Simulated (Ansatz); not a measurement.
# AlBH8OSi2: the cost of one run

Program: Ansatz 0.2.0. Level of theory: UKS PBE0-D4/STO-3G. These are calculated values, not measurements.

## 1. The structure to begin with

Bond lengths: B1–Al2 1.998 Å, Al2–Si3 2.363 Å, Al2–O4 1.903 Å, O4–Si5 1.677 Å, B1–H6 1.222 Å, B1–H7 1.195 Å, Si3–H8 1.459 Å, Si3–H9 1.451 Å, Si3–H10 1.503 Å, Si5–H11 1.433 Å, Si5–H12 1.505 Å, Si5–H13 1.526 Å. Angles (14 of 19 angles, heavy atoms first): B1–Al2–Si3 119.5°, B1–Al2–O4 120.5°, Si3–Al2–O4 119.9°, Al2–O4–Si5 104.5°, Al2–B1–H6 123.2°, Al2–B1–H7 121.7°, Al2–Si3–H8 109.1°, Al2–Si3–H9 108.0°, Al2–Si3–H10 107.1°, O4–Si5–H11 110.5°, O4–Si5–H12 106.4°, O4–Si5–H13 110.6°, H6–B1–H7 115.0°, H8–Si3–H9 114.8°.

Structure file:

```xyz
13

B    -2.0720    0.9985    0.6441
Al   -0.4889   -0.2084    0.4770
Si   -0.5808   -2.0534   -0.9973
O     1.1107    0.1578    1.4409
Si    1.9998    1.1457    0.4177
H    -2.0799    1.9974    1.3472
H    -3.0649    0.8260    0.0013
H    -0.7559   -1.5660   -2.3608
H    -1.6232   -2.9489   -0.5319
H     0.7438   -2.7580   -0.9063
H     2.3277    0.4505   -0.7920
H     3.2657    1.4904    1.1547
H     1.2384    2.4338    0.1203
```

## 2. Relaxing the start

input.yaml

```yaml
crystal:
  periodic: [false, false, false]
  atoms:
    - { symbol: B, position_ang: [-2.072, 0.9985, 0.6441] }
    - { symbol: Al, position_ang: [-0.4889, -0.2084, 0.477] }
    - { symbol: Si, position_ang: [-0.5808, -2.0534, -0.9973] }
    - { symbol: O, position_ang: [1.1107, 0.1578, 1.4409] }
    - { symbol: Si, position_ang: [1.9998, 1.1457, 0.4177] }
    - { symbol: H, position_ang: [-2.0799, 1.9974, 1.3472] }
    - { symbol: H, position_ang: [-3.0649, 0.826, 0.0013] }
    - { symbol: H, position_ang: [-0.7559, -1.566, -2.3608] }
    - { symbol: H, position_ang: [-1.6232, -2.9489, -0.5319] }
    - { symbol: H, position_ang: [0.7438, -2.758, -0.9063] }
    - { symbol: H, position_ang: [2.3277, 0.4505, -0.792] }
    - { symbol: H, position_ang: [3.2657, 1.4904, 1.1547] }
    - { symbol: H, position_ang: [1.2384, 2.4338, 0.1203] }
magnetization:
  spin_polarized: true
basis:
  gaussian: { orbitals: STO-3G }
hamiltonian:
  xc: pbe0
  dispersion: d4
relax:
  f_tol: 0.02
  max_steps: 40
```

Run with:

```console
> ansatz run input.yaml --threads 1 --pin off --max-ram 2048MiB --backend cpu --events-out ev --progress --plain --runs-dir out
```

Q: Estimate wall time and peak memory on 1 thread of AMD EPYC 7R13 (Zen 3), shared host.

About 2 min, with a peak of 0.2 GiB.
